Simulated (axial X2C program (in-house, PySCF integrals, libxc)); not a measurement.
# All-electron X2C curves of TcP

Aim: find the lowest determinant of TcP, scan the bond at several levels and fit the constants, once spin-free and once with spin–orbit coupling.

Program: an in-house X2C program for linear molecules on PySCF integrals. Level of theory: all-electron X2C, Tc dyall-cv3z, P dyall-v3z. These are calculated values, not measurements.

### 1 The job

The input, task.json:

```json
{"zs": [43, 15], "q": 0, "bas": ["dyall-cv3z", "dyall-v3z"], "levels": ["PBE0", "HF", "PBE"], "cc": true, "r0": 2.22, "thr": -2.0, "nmax": 90, "npts": 10, "nst": 2, "ntry": 6}
```

Keys: zs atomic numbers; q charge; bas basis sets; levels methods (HF also brings MP2); cc coupled cluster on or off; r0 starting distance in Å; thr threshold in hartree for freezing inner shells (an s shell follows its p shell); nmax most natural virtual spinors; npts points asked for on the curve; nst determinants followed; ntry starts of the search.

The run is started by

```bash
> python so2c.py task.json out
```

Spin-free means the one-electron spin-free X2C Hamiltonian; two-component (2c) means X2C with spin–orbit coupling and atomic mean-field two-electron Coulomb and Gaunt terms. Basis: Tc dyall-cv3z contracted to [12s12p8d5f3g], P dyall-v3z contracted to [8s7p2d1f]; Gaussian nuclei, density fitting. Masses: Tc 98.907 u, P 30.974 u.

Notation: σ, π±, δ± give the projection m of an orbital's angular momentum (0, ±1, ±2), α and β its spin, Λ and M_S the sums; ω is the projection of a spinor's total angular momentum and Ω the sum. Logs are in hartree.

The results follow Hamiltonian by Hamiltonian and level by level.

### 2 Search for the lowest determinant

PBE0 moves the distance from 2.220 Å to 2.107 Å and compares determinants there.

Spin-free determinants:

```json
{"ΔE (eV)": "0.00", "state": "M_S = 2, Λ = 1", "open shells": "beyond closed shells: σα, π+α, δ+α, δ-α"}
{"ΔE (eV)": "0.21", "state": "M_S = 1, Λ = 0", "open shells": "beyond closed shells: δ+α, δ-α"}
{"ΔE (eV)": "0.42", "state": "M_S = 1, Λ = 2", "open shells": "beyond closed shells: σα, δ+α, δ+β, δ-α"}
{"ΔE (eV)": "0.53", "state": "M_S = 1, Λ = 1", "open shells": "beyond closed shells: σα, π+β, δ+α, δ-α"}
{"ΔE (eV)": "1.23", "state": "M_S = 2, Λ = 0", "open shells": "beyond closed shells: 2 × σα, δ+α, δ-α"}
{"ΔE (eV)": "1.27", "state": "M_S = 1, Λ = 1", "open shells": "beyond closed shells: σβ, π+α, δ+α, δ-α"}
{"ΔE (eV)": "1.27", "state": "M_S = 3, Λ = 1", "open shells": "beyond closed shells: σα, 2 × π+α, π+β, 2 × π-α, δ+α, δ-α"}
```

Two-component determinants:

```
ΔE (eV)  state                                            open shells
   0.00  Ω = 1                excess of +ω over −ω: ω = -3/2, ω = 5/2
   0.07  Ω = 3                 excess of +ω over −ω: ω = 1/2, ω = 5/2
   0.52  Ω = 2   excess of +ω over −ω: 2 × ω = 1/2, ω = -3/2, ω = 5/2
   0.54  Ω = 1                excess of +ω over −ω: ω = -1/2, ω = 3/2
   0.61  Ω = 0  excess of +ω over −ω: ω = -1/2, 2 × ω = 3/2, ω = -5/2
   0.98  Ω = 2                excess of +ω over −ω: ω = -1/2, ω = 5/2
   1.16  Ω = 2                 excess of +ω over −ω: ω = 1/2, ω = 3/2
```

### 3 PBE0, spin-free

State followed: M_S = 2, Λ = 1 (beyond closed shells: σα, π+α, δ+α, δ-α). The scan is laid around 2.107 Å, a first estimate of the minimum, and this SCF restarts from the orbitals of the search.

Output at 2.107 Å:

```text
spin-free X2C-1e  PBE0
basis functions 196  fitting functions 963  grid points 5081
iter        total energy     max residual
   1      -4627.094948145     1.85e-05
   2      -4627.094948161     1.62e-05
   3      -4627.094948162     1.96e-05
converged
one-electron -6704.91542050  Coulomb 2068.45453415  exact exchange -37.52485046  xc functional -115.10223510  nuclear repulsion 161.99302375
```

Along the bond, energies from the lowest point:

```
R (Å)  E (eV)  μ (D)  HOMO (eV)  LUMO (eV)  iterations
1.833  1.1803  -2.34      -4.59      -2.82          15
1.917  0.4784  -2.69      -4.71      -2.93          15
1.981  0.1848  -2.93      -4.78      -3.00          15
2.044  0.0378  -3.16      -4.85      -3.05          15
2.107  0.0000  -3.38      -4.90      -3.09           3
2.181  0.0548  -3.62      -4.94      -3.10          15
2.255  0.1842  -3.84      -4.96      -3.10          14
2.349  0.4208  -4.10      -4.96      -3.06          14
2.465  0.7711  -4.35      -4.94      -3.00          14
2.634  1.3210  -4.60      -4.88      -2.90          15
```

Dipoles are positive if P is the positive end.

Outer orbitals at the reference distance:

| symmetry | occupied | ε (eV) | atomic character |
| --- | --- | --- | --- |
| σβ | yes | -15.13 | 63% P s, 14% Tc d, 12% Tc p |
| σα | yes | -14.93 | 62% P s, 16% Tc d, 11% Tc p |
| π+α | yes | -8.72 | 81% Tc d, 16% P p |
| σα | yes | -8.44 | 65% Tc d, 23% P p, 7% P s |
| π-α | yes | -8.36 | 82% Tc d, 14% P p, 2% P d |
| δ+α | yes | -8.33 | 100% Tc d |
| δ-α | yes | -8.29 | 100% Tc d |
| σβ | yes | -7.29 | 58% P p, 29% Tc d, 6% P s |
| π+β | yes | -6.85 | 46% P p, 45% Tc d, 4% Tc p |
| π-β | yes | -6.85 | 46% P p, 45% Tc d, 4% Tc p |
| σα | yes | -6.28 | 52% Tc s, 35% P p, 8% Tc d |
| π+α | yes | -4.90 | 56% P p, 21% Tc p, 16% Tc d |
| π-α | no | -3.09 | 53% P p, 28% Tc p, 14% Tc d |
| σβ | no | -2.48 | 51% Tc s, 34% Tc d, 11% P p |
| σα | no | -2.01 | 45% Tc p, 25% P p, 20% Tc s |
| δ-β | no | -2.00 | 99% Tc d |

PBE0 fields in the half plane through the axis: z from -2.4 to 4.5 Å across, distance from the axis 0.15 to 2.25 Å upwards; Tc lies at z = 0 and P at z = 2.107 Å; the ELF is damped to zero where the density is low.

log10 density (e/bohr³). Ten even steps from ' ' (-4.42 ) to '@' (1.69 ):
```
    ......::::::::::::::::::::::::::......      
  ....::::::::--------------------::::::....    
....::::::----------------------------::::....  
....::::----========================----::::....
..::::----====++++++========++++======----::::..
..::::--====++******++++++++++++++++====----::..
..::----==++**######**++++++******++++====--::..
..::----==++**%%@@%%****++++##@@##++++====--::..
```

ELF. Ten even steps from '0' (0.00 ) to '9' (0.92 ):
```
000123333221111111100000
001234433333333333210000
001234433333455666542100
001233433234677788764200
001223344324688899986410
000123567644786579998520
000114774764750206998631
000015826274718681999741
```

Re = 2.102 Å, ωe = 484 cm⁻¹, ωexe = 1.81 cm⁻¹, Be = 0.1617 cm⁻¹, De = 3.14 eV, μ = -3.37 D.

### 4 HF, spin-free

Output at 2.107 Å:

```text
spin-free X2C-1e  HF
basis functions 196  fitting functions 963  grid points 5081
iter        total energy     max residual
   1      -4624.567264458     3.06e-01
   2      -4624.601456980     2.06e-02
   3      -4624.609557684     1.70e-02
   4      -4624.614950528     1.24e-02
   5      -4624.621843607     7.10e-03
   6      -4624.627030288     3.14e-03
   7      -4624.628342541     2.41e-03
   8      -4624.629140876     1.88e-03
   9      -4624.629861430     8.46e-04
  10      -4624.629948366     4.51e-04
  11      -4624.629974123     2.58e-04
  12      -4624.629983454     1.79e-04
  13      -4624.629989907     9.50e-05
  14      -4624.629992133     4.38e-05
  15      -4624.629992455     1.77e-05
  16      -4624.629992502     4.15e-06
  17      -4624.629992503     1.84e-06
converged
one-electron -6701.96442834  Coulomb 2065.63457807  exact exchange -150.29316599  xc functional 0.00000000  nuclear repulsion 161.99302375
```

No constants are quoted: too few points lie around the minimum for a second fit to confirm the first.

### 5 PBE, spin-free

Output at 2.107 Å:

```text
spin-free X2C-1e  PBE
basis functions 196  fitting functions 963  grid points 5081
iter        total energy     max residual
   1      -4627.024031097     1.02e-01
   2      -4627.027903045     9.76e-03
   3      -4626.961549800     6.14e-02
   4      -4627.029533518     3.93e-03
   5      -4627.029871570     1.70e-03
   6      -4627.029920941     1.18e-03
   7      -4627.029948464     8.29e-05
   8      -4627.029949257     4.96e-05
   9      -4627.029949311     2.12e-05
  10      -4627.029949319     3.73e-06
  11      -4627.029949319     1.92e-06
converged
one-electron -6704.88062513  Coulomb 2068.38071280  exact exchange 0.00000000  xc functional -152.52306074  nuclear repulsion 161.99302375
```

Re = 2.105 Å, ωe = 508 cm⁻¹, ωexe = 1.78 cm⁻¹, Be = 0.1613 cm⁻¹, De = 3.85 eV, μ = -2.81 D.

### 6 MP2 and beyond, spin-free

Correlated methods: 12 electrons correlated (frozen shells, counted by type: Tc 4 s, 3 p, 1 d; P 2 s, 1 p), 252 virtual spinors in MP2, 90 natural virtuals in coupled cluster.

Output of the correlated part at 2.107 Å:

```text
correlated 12  virtual 252  natural virtual 90  E(MP2) -0.282642362  MP2 remainder -0.013856701
iter   CCSD correlation   residual
   1     -0.275516915   1.67e-01
   2     -0.286490073   9.55e-02
   3     -0.295504535   6.27e-02
   4     -0.300029584   3.60e-02
   5     -0.302156220   1.70e-02
   6     -0.302480259   7.32e-03
   7     -0.302650955   3.54e-03
   8     -0.302649164   1.69e-03
   9     -0.302652214   7.74e-04
  10     -0.302666583   2.86e-04
  11     -0.302663637   1.15e-04
  12     -0.302666471   5.50e-05
  13     -0.302665135   2.87e-05
  14     -0.302664479   1.40e-05
  15     -0.302664201   6.78e-06
  16     -0.302664119   3.10e-06
  17     -0.302664138   1.60e-06
(T) -0.019107596  T1 0.1038  D1 0.1717  max T2 0.061
```

T1 in the output is the amplitude norm over the root of the electron number; divide by √2 for the Lee–Taylor value.

MP2: No constants are quoted: the reference is strongly spin-contaminated.

CCSD: Re = 2.116 Å, ωe = 459 cm⁻¹, ωexe = 2.58 cm⁻¹, Be = 0.1596 cm⁻¹, De = 2.48 eV. T1 at Re = 0.073 (Lee–Taylor, the printed value over √2).

CCSD(T): Re = 2.105 Å, ωe = 480 cm⁻¹, ωexe = 2.51 cm⁻¹, Be = 0.1614 cm⁻¹, De = 2.74 eV. T1 at Re = 0.073 (Lee–Taylor, the printed value over √2).

### 7 A higher determinant, spin-free

State: M_S = 1, Λ = 0 (beyond closed shells: δ+α, δ-α).

Output at the reference distance:

```text
spin-free X2C-1e  PBE0
basis functions 196  fitting functions 963  grid points 5081
iter        total energy     max residual
   1      -4627.087387111     3.67e-06
   2      -4627.087387113     4.07e-06
   3      -4627.087387114     3.08e-06
converged
one-electron -6704.54485556  Coulomb 2068.04699438  exact exchange -37.51355232  xc functional -115.06899736  nuclear repulsion 161.99302375
```

```
R (Å)  E above the lowest PBE0 point (eV)
1.833                               1.115
1.917                               0.533
1.981                               0.313
2.044                               0.217
2.107                               0.206
2.181                               0.262
2.255                               0.367
2.349                               0.545
2.465                               0.797
```

Re = 2.085 Å, ωe = 429 cm⁻¹, ωexe = 2.39 cm⁻¹, Be = 0.1643 cm⁻¹, μ = -2.12 D. ⟨S²⟩ = 2.69 against 2.00 for a pure state, so this determinant mixes spins. Te = 0.20 eV.

### 8 The spin-free curves together

Energy (eV) of the followed determinant, spin-free, from each level's lowest point:

```
R (Å)   PBE0     HF  MP2 (spin-contaminated)   CCSD  CCSD(T)    PBE
1.833  1.180  2.654                    0.639    n/a      n/a  1.274
1.917  0.478  1.691                    0.212  0.512    0.483  0.529
1.981  0.185  1.169                    0.055  0.212    0.190  0.210
2.044  0.038  0.779                    0.000  0.053    0.041  0.046
2.107  0.000  0.494                    0.020  0.000    0.000  0.000
2.181  0.055  0.264                    0.107  0.033    0.051  0.057
2.255  0.184  0.116                    0.232  0.136    0.173  0.200
2.349  0.421  0.018                    0.421  0.328    0.392  0.462
2.465  0.771  0.000                    0.673    n/a      n/a  0.850
2.634  1.321  0.109                    1.058    n/a      n/a  1.451
```

[end of part 1 of 2]
